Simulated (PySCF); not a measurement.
# C₅H₁₂B₂N radical: open-shell or spin-flip excitations

Wanted: open-shell or spin-flip excitations for C₅H₁₂B₂N radical (`BN(BCC=C)[CH]C`).

Computed with PySCF 2.14.0 and routines of our own; the level stands in each step. Atoms count from 0.

## Step 1: The starting structure

20 atoms, charge 0, multiplicity 2; geometry from: GFN2-xTB.

## Step 2: Open-shell or spin-flip excitations: unrestricted TDA M06-2X/def2-SVP

Job settings and geometry (Å):

```
{"job": {"kind": "uabs", "xc": "M06-2X", "basis": "def2-SVP", "nstates": 10, "tda": true}, "charge": 0, "multiplicity": 2}
B     -1.267859    -2.190860    -0.519522
N     -1.168301    -0.776208    -0.343477
B      0.011170    -0.090547    -0.835210
C      1.482719    -0.660250    -0.641855
C      2.225875     0.271186     0.270088
C      3.151624     1.131636    -0.113414
C     -2.250172    -0.066747     0.074093
C     -2.210236     1.388326     0.345814
H     -2.303671    -2.709990    -0.341995
H     -0.338495    -2.807037    -0.861594
H     -0.119277     0.955002    -1.352477
H      2.009989    -0.701373    -1.597465
H      1.495417    -1.656493    -0.200523
H      1.938352     0.215882     1.313107
H      3.644291     1.789494     0.582695
H      3.457651     1.212913    -1.143713
H     -3.165209    -0.609226     0.242373
H     -2.333173     1.976049    -0.570401
H     -1.251299     1.673580     0.781846
H     -3.014544     1.665343     1.024571
```

With the program's defaults for keys left out, this is: unrestricted TDA M06-2X/def2-SVP, vertical, gas phase, core orbitals frozen in the response.

Command:

```bash
$ OMP_NUM_THREADS=1 python excited_run.py task.json out
```

One launch serves the whole session: the jobs run in the order shown.

Standard output:

```text
coarse grid: 71048 points
cycle   1  E = -301.7573501283  dE =  1.144e+00  |g| = 2.322e-01  |ddm| = 3.125e+00
cycle   2  E = -301.7857973687  dE = -2.845e-02  |g| = 1.475e-01  |ddm| = 4.606e-01
cycle   3  E = -301.7972170978  dE = -1.142e-02  |g| = 3.639e-02  |ddm| = 1.694e-01
cycle   4  E = -301.7983409531  dE = -1.124e-03  |g| = 1.268e-02  |ddm| = 6.864e-02
cycle   5  E = -301.7985036857  dE = -1.627e-04  |g| = 6.135e-03  |ddm| = 2.033e-02
cycle   6  E = -301.7985717738  dE = -6.809e-05  |g| = 2.793e-03  |ddm| = 1.868e-02
cycle   7  E = -301.7985843741  dE = -1.260e-05  |g| = 1.411e-03  |ddm| = 8.823e-03
cycle   8  E = -301.7985865547  dE = -2.181e-06  |g| = 4.019e-04  |ddm| = 3.035e-03
final grid: 153912 points
cycle   9  E = -301.7983600573  dE = -6.407e-06  |g| = 1.054e-03  |ddm| = 7.009e-03
cycle  10  E = -301.7983604568  dE = -3.995e-07  |g| = 8.348e-04  |ddm| = 1.936e-03
cycle  11  E = -301.7983608326  dE = -3.758e-07  |g| = 1.064e-04  |ddm| = 8.302e-04
cycle  12  E = -301.7983608544  dE = -2.172e-08  |g| = 6.339e-05  |ddm| = 3.327e-04
cycle  13  E = -301.7983608585  dE = -4.101e-09  |g| = 2.741e-05  |ddm| = 1.120e-04
cycle  14  E = -301.7983608603  dE = -1.840e-09  |g| = 1.262e-05  |ddm| = 1.048e-04
cycle  15  E = -301.7983608607  dE = -4.104e-10  |g| = 5.860e-06  |ddm| = 5.486e-05
converged SCF energy = -301.7983608607

Static polarisability (au): isotropic 93.015, principal 62.796 92.337 123.911

<S^2> of the reference = 0.7583 (exact 0.7500)

Excitations
state   eV       nm        f      <S^2>   main configurations
  1   2.5834    479.9   0.05815   0.849   Ha->La 0.96
  2   3.9835    311.2   0.08168   0.843   Ha->L+1a 0.83, Ha->L+2a 0.11
  3   4.4794    276.8   0.00026   2.601   H-1a->La 0.24, Hb->Lb 0.20, H-1a->L+1a 0.14, Hb->L+1b 0.14
  4   5.4094    229.2   0.02446   0.915   Hb->Lb 0.36, H-1a->La 0.26, H-1b->Lb 0.12
  5   5.5792    222.2   0.01370   2.309   H-1a->La 0.30, H-2a->La 0.15, H-1a->L+2a 0.14, Hb->L+2b 0.08
  6   5.8444    212.1   0.00495   0.786   Ha->L+3a 0.35, Ha->L+4a 0.24, Ha->L+2a 0.18, Ha->L+5a 0.11
  7   6.0341    205.5   0.00702   1.252   Ha->L+2a 0.34, Ha->L+4a 0.12, Ha->L+5a 0.11, H-2b->L+1b 0.09
  8   6.0634    204.5   0.00245   1.841   H-2b->L+1b 0.23, Ha->L+2a 0.15, H-3a->La 0.10, H-2b->Lb 0.10
  9   6.2813    197.4   0.00465   1.431   Hb->Lb 0.21, H-3b->Lb 0.14, Hb->L+1b 0.12, H-1b->L+1b 0.10
 10   6.3322    195.8   0.01410   0.841   Ha->L+3a 0.44, Ha->L+2a 0.12, Ha->L+5a 0.10, Ha->L+6a 0.10
```

Wall time 3.3 min (1 thread of Arm Neoverse N1, shared host); peak memory 0.88 GiB.

Key values:

```
quantity  value
    ⟨S²⟩  0.758
```

Löwdin spin populations:

B0 0.12; N1 -0.03; B2 0.11; C3 0.00; C4 0.00; C5 0.00; C6 0.75; C7 -0.01; H8 0.00; H9 0.00; H10 0.00; H11 0.00; H12 0.00; H13 0.00; H14 0.00; H15 0.00; H16 0.00; H17 0.04; H18 0.02; H19 0.01

## Step 3: Open-shell or spin-flip excitations: unrestricted TDDFT BP86/pcseg-1 in toluene

The job, as its differences from that of step 2:

```diff
@@ -1,2 +1,2 @@
-{"job": {"kind": "uabs", "xc": "M06-2X", "basis": "def2-SVP", "nstates": 10, "tda": true}, "charge": 0, "multiplicity": 2}
+{"job": {"kind": "uabs", "xc": "BP86", "basis": "pcseg-1", "nstates": 25, "tda": false, "solvent": "toluene"}, "charge": 0, "multiplicity": 2}
 B     -1.267859    -2.190860    -0.519522
```

Level: unrestricted TDDFT BP86/pcseg-1, vertical, IEF-PCM toluene (non-equilibrium linear response), core orbitals frozen in the response.

Standard output:

```text
coarse grid: 16104 points
cycle   1  E = -301.9472341057  dE =  5.580e-01  |g| = 3.939e-01  |ddm| = 3.110e+00
cycle   2  E = -301.8828108664  dE =  6.442e-02  |g| = 5.317e-01  |ddm| = 9.579e-01
cycle   3  E = -302.0394524496  dE = -1.566e-01  |g| = 5.518e-02  |ddm| = 5.697e-01
cycle   4  E = -302.0406898997  dE = -1.237e-03  |g| = 3.287e-02  |ddm| = 1.032e-01
cycle   5  E = -302.0412038604  dE = -5.140e-04  |g| = 1.189e-02  |ddm| = 4.323e-02
cycle   6  E = -302.0412777475  dE = -7.389e-05  |g| = 4.867e-03  |ddm| = 1.765e-02
cycle   7  E = -302.0412898963  dE = -1.215e-05  |g| = 2.236e-03  |ddm| = 7.119e-03
cycle   8  E = -302.0412925430  dE = -2.647e-06  |g| = 6.926e-04  |ddm| = 2.812e-03
final grid: 153912 points
cycle   9  E = -302.0998561251  dE = -7.010e-05  |g| = 6.440e-03  |ddm| = 3.716e-02
cycle  10  E = -302.0998224576  dE =  3.367e-05  |g| = 1.063e-02  |ddm| = 1.561e-02
cycle  11  E = -302.0998761771  dE = -5.372e-05  |g| = 1.793e-03  |ddm| = 9.743e-03
cycle  12  E = -302.0998776403  dE = -1.463e-06  |g| = 2.358e-04  |ddm| = 1.669e-03
cycle  13  E = -302.0998776665  dE = -2.622e-08  |g| = 7.846e-05  |ddm| = 3.046e-04
cycle  14  E = -302.0998776703  dE = -3.801e-09  |g| = 1.980e-05  |ddm| = 1.285e-04
cycle  15  E = -302.0998776704  dE = -1.185e-10  |g| = 1.663e-05  |ddm| = 3.721e-05
converged SCF energy = -302.0998776704

Static polarisability (au): isotropic 118.570, principal 73.132 118.266 164.311

<S^2> of the reference = 0.7546 (exact 0.7500)

Excitations
state   eV       nm        f      <S^2>   main configurations
  1   1.8065    686.3   0.04671   0.778   Ha->La 0.99
  2   3.1360    395.4   0.07159   0.773   Ha->L+1a 0.97
  3   3.4219    362.3   0.00418   1.151   Hb->Lb 0.86, H-1a->La 0.09
  4   3.8124    325.2   0.00707   2.195   H-1a->La 0.66, Hb->L+1b 0.15, Hb->Lb 0.12
  5   4.0623    305.2   0.02743   0.785   Ha->L+2a 0.93
  6   4.2698    290.4   0.00978   1.075   Hb->L+1b 0.60, H-1a->La 0.21, H-1a->L+1a 0.09
  7   4.6760    265.2   0.00245   2.573   Hb->L+2b 0.33, H-1a->L+1a 0.30, Hb->L+1b 0.18
  8   5.0094    247.5   0.01868   0.904   H-1b->Lb 0.93
  9   5.1562    240.5   0.00368   0.792   Ha->L+3a 0.93
 10   5.2090    238.0   0.01315   1.259   H-2b->Lb 0.66, H-2a->La 0.19
 11   5.3785    230.5   0.00785   1.940   H-2a->La 0.57, H-2b->Lb 0.24, H-1b->L+1b 0.11
 12   5.4330    228.2   0.00652   0.796   Ha->L+4a 0.93
 13   5.4947    225.6   0.01407   0.876   H-3b->Lb 0.92
 14   5.5928    221.7   0.01615   2.115   H-3a->La 0.49, H-1a->L+1a 0.19, H-2b->L+1b 0.11, H-1a->L+2a 0.10
 15   5.6306    220.2   0.02057   0.893   H-4b->Lb 0.85
 16   5.6617    219.0   0.07731   1.613   H-1a->L+1a 0.26, H-3a->La 0.22, H-1a->L+2a 0.19, Hb->L+2b 0.13
 17   5.6706    218.6   0.00394   0.782   Ha->L+5a 0.91
 18   5.7799    214.5   0.01090   0.772   Ha->L+6a 0.94
 19   5.8237    212.9   0.00855   1.029   H-1b->L+1b 0.76, H-2a->La 0.17
 20   5.9061    209.9   0.00223   2.153   H-4a->La 0.78
 21   6.0469    205.0   0.00323   2.136   H-5a->La 0.84
 22   6.0615    204.5   0.02583   2.075   Hb->L+3b 0.40, Hb->L+2b 0.21, H-1a->L+2a 0.12, H-4a->La 0.10
 23   6.1273    202.3   0.06920   1.069   H-2b->L+1b 0.67, H-3a->La 0.17
 24   6.2611    198.0   0.00340   0.776   Ha->L+7a 0.93
 25   6.3320    195.8   0.00749   1.203   H-3b->L+1b 0.86
```

Run time: 2.4 min. Hardware: 1 thread of Arm Neoverse N1, shared host; peak memory 0.76 GiB.

From this job:

| quantity | value |
| --- | --- |
| ⟨S²⟩ | 0.755 |

## Step 4: Results

| quantity | value |
| --- | --- |
| lowest and brightest state of nearly pure spin, of 10 (step 2, unrestricted TDA M06-2X/def2-SVP) | 2.58 eV; 3.98 eV, f = 0.082 |
| lowest and brightest state of nearly pure spin, of 25 (step 3, unrestricted TDDFT BP86/pcseg-1 in toluene) | 1.81 eV; 3.14 eV, f = 0.072 |

States whose ⟨S²⟩ lies well above the reference's are mixtures of spin states, an artefact of the unrestricted response, and are left out of the summary. The lowest state of nearly pure spin runs from 1.81 to 2.58 eV over the runs.
